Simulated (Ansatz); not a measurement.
**CH9NSi2 (SMILES C[SiH2]N[SiH3]): PBE0/cc-pVDZ**

What is the energy change on altering one bond length of CH9NSi2 at PBE0/cc-pVDZ? 

Program for the calculation: Ansatz 0.2.0.

44 further runs of the same task are left out: 44 set aside as unsound or not needed. Runs told in other sessions of the task aren't counted.

**1. The system as given**

CH9NSi2 has 13 atoms, charge 0, and is taken as a singlet. SMILES: `C[SiH2]N[SiH3]`. The coordinates come from a PBE0-D4/def2-TZVP relaxation. This is one conformer, not always the lowest.

Bond lengths: C1–Si2 1.865 Å, Si2–N3 1.730 Å, N3–Si4 1.724 Å, C1–H5 1.094 Å, C1–H6 1.093 Å, C1–H7 1.093 Å, Si2–H8 1.491 Å, Si2–H9 1.487 Å, N3–H10 1.011 Å, Si4–H11 1.485 Å, Si4–H12 1.489 Å, Si4–H13 1.491 Å. Some angles: C1–Si2–N3 112.8°, Si2–N3–Si4 128.4°, C1–Si2–H8 108.4°, C1–Si2–H9 110.4°, N3–Si2–H8 110.2°, N3–Si2–H9 106.2°, Si2–C1–H5 110.6°, Si2–C1–H6 110.9°, Si2–C1–H7 111.0°, Si2–N3–H10 115.9°.

**2. The energy at PBE0/cc-pVDZ**

Input file molecule.yaml:

```yaml
crystal:
  periodic: [false, false, false]
  atoms:
    - {symbol: C, position_ang: [0.548000, 2.005600, -0.681400]}
    - {symbol: Si, position_ang: [-0.416900, 0.418300, -0.851600]}
    - {symbol: N, position_ang: [0.330700, -0.910900, -0.035400]}
    - {symbol: Si, position_ang: [-0.254700, -1.802600, 1.318600]}
    - {symbol: H, position_ang: [0.048800, 2.818700, -1.215900]}
    - {symbol: H, position_ang: [0.644700, 2.292400, 0.368400]}
    - {symbol: H, position_ang: [1.553200, 1.899700, -1.098200]}
    - {symbol: H, position_ang: [-0.565400, 0.112100, -2.303700]}
    - {symbol: H, position_ang: [-1.769200, 0.566800, -0.250900]}
    - {symbol: H, position_ang: [1.189600, -1.253400, -0.443100]}
    - {symbol: H, position_ang: [-1.238600, -0.954600, 2.037800]}
    - {symbol: H, position_ang: [0.874300, -2.146100, 2.226000]}
    - {symbol: H, position_ang: [-0.924100, -3.080700, 0.944100]}
basis:
  gaussian:
    orbitals: cc-pVDZ
accuracy: high
output: {orbitals: {seedname: orbitals}}
magnetization:
  spin_polarized: false
hamiltonian:
  xc: {name: PBE0}
```

Launch:

```sh
ansatz run molecule.yaml --threads 1 --pin off --max-ram 2610MiB --events-out events.jsonl --progress --plain --runs-dir runs
```

What it wrote:

```text
Warning: RAYON_NUM_THREADS=1 ignored (pool sized by the plan → 1); use --threads N
Functional definition: PBE0
  name "PBE0"
  parameter a = 0.25
  parameter kappa = 0.804
  parameter beta = 0.06672455060314922
  exchange = (1 - a)*pbe_x(kappa = kappa, mu = beta*pi^2/3) + a*exact_x
  correlation = pbe_c(beta = beta)
2673 factors; integrals over basis functions are off by at most 3.8e-9 eV
mean field evaluation 1: about -18412.0238 eV, gradient 6.1e1 eV
mean field evaluation 2: about -18404.8932 eV, gradient 8.0e1 eV
mean field evaluation 4: about -18419.8202 eV, gradient 3.8e0 eV
mean field evaluation 8: about -18420.0606 eV, gradient 1.6e-1 eV
mean field evaluation 16: about -18420.0607 eV, gradient 8.7e-6 eV
mean field -18420.06067643 eV, -676.9247442932 hartree, gradient 2.0e-8 eV, S^2 0.000000; 0 other end points of the search recorded, 0 dependent functions left out
reference -18420.06067952 eV, -676.9247444069 hartree; 25, 25 occupied and 84, 84 virtual orbitals, 2673 factors
Total energy: -18420.06067952 eV, -676.9247444069 hartree
```

Run time: 15 s. Hardware: 1 thread of Intel Xeon Platinum 8259CL at 2.50GHz (Skylake/Cascade Lake), shared host; peak memory 0.47 GiB.

**3. The distorted shape at the same level**

Input file run.yaml:

```yaml
crystal:
  periodic: [false, false, false]
  atoms:
    - {symbol: C, position_ang: [0.290356, 2.108340, -0.559102]}
    - {symbol: Si, position_ang: [-0.674544, 0.521040, -0.729302]}
    - {symbol: "N", position_ang: [0.073056, -0.808160, 0.086898]}
    - {symbol: Si, position_ang: [-0.512344, -1.699860, 1.440898]}
    - {symbol: H, position_ang: [-0.208844, 2.921440, -1.093602]}
    - {symbol: H, position_ang: [0.387056, 2.395140, 0.490698]}
    - {symbol: H, position_ang: [1.295556, 2.002440, -0.975902]}
    - {symbol: H, position_ang: [-0.823044, 0.214840, -2.181402]}
    - {symbol: H, position_ang: [-2.026844, 0.669540, -0.128602]}
    - {symbol: H, position_ang: [1.189600, -1.253400, -0.443100]}
    - {symbol: H, position_ang: [-1.496244, -0.851860, 2.160098]}
    - {symbol: H, position_ang: [0.616656, -2.043360, 2.348298]}
    - {symbol: H, position_ang: [-1.181744, -2.977960, 1.066398]}
basis:
  gaussian:
    orbitals: cc-pVDZ
hamiltonian:
  xc: {name: PBE0}
accuracy: high
output:
  orbitals: {seedname: orbitals}
```

Launch:

```sh
ansatz run run.yaml --threads 1 --pin off --max-ram 2610MiB --events-out events.jsonl --progress --plain --runs-dir runs
```

What it wrote (excerpt; [...] marks lines left out):

```text
Warning: RAYON_NUM_THREADS=1 ignored (pool sized by the plan → 1); use --threads N
[... 7 set-up lines as earlier in the session ...]
2686 factors; integrals over basis functions are off by at most 3.9e-9 eV
mean field evaluation 1: about -18410.8075 eV, gradient 6.0e1 eV
mean field evaluation 2: about -18401.6207 eV, gradient 8.3e1 eV
mean field evaluation 4: about -18418.7156 eV, gradient 3.9e0 eV
mean field evaluation 8: about -18418.9463 eV, gradient 1.8e-1 eV
mean field evaluation 16: about -18418.9464 eV, gradient 1.2e-5 eV
mean field -18418.94641426 eV, -676.8837959137 hartree, gradient 2.1e-8 eV, S^2 0.000000; 0 other end points of the search recorded, 0 dependent functions left out
reference -18418.94641739 eV, -676.8837960286 hartree; 25, 25 occupied and 84, 84 virtual orbitals, 2686 factors
Total energy: -18418.94641739 eV, -676.8837960286 hartree
```

It took 15 s on 1 thread of Intel Xeon Platinum 8259CL at 2.50GHz (Skylake/Cascade Lake), shared host; peak memory 0.47 GiB.

**4. Results**

At PBE0/cc-pVDZ:

```
                                                          quantity          value
                                         first shape: total energy  -676.92474 Eh
                                          first shape: HOMO energy       -7.13 eV
                                          first shape: LUMO energy        0.72 eV
                                        first shape: HOMO–LUMO gap        7.84 eV
                                     distorted shape: total energy  -676.88380 Eh
                                      distorted shape: HOMO energy       -7.03 eV
                                      distorted shape: LUMO energy       -0.26 eV
                                    distorted shape: HOMO–LUMO gap        6.76 eV
energy change with the N3–H10 bond stretched from 1.011 to 1.314 Å       1.114 eV
```

In words: With the N3–H10 bond stretched from 1.011 to 1.314 Å the energy rises by 1.11 eV (26 kcal/mol). The first shape isn't relaxed at this level, so the change isn't measured from a minimum.
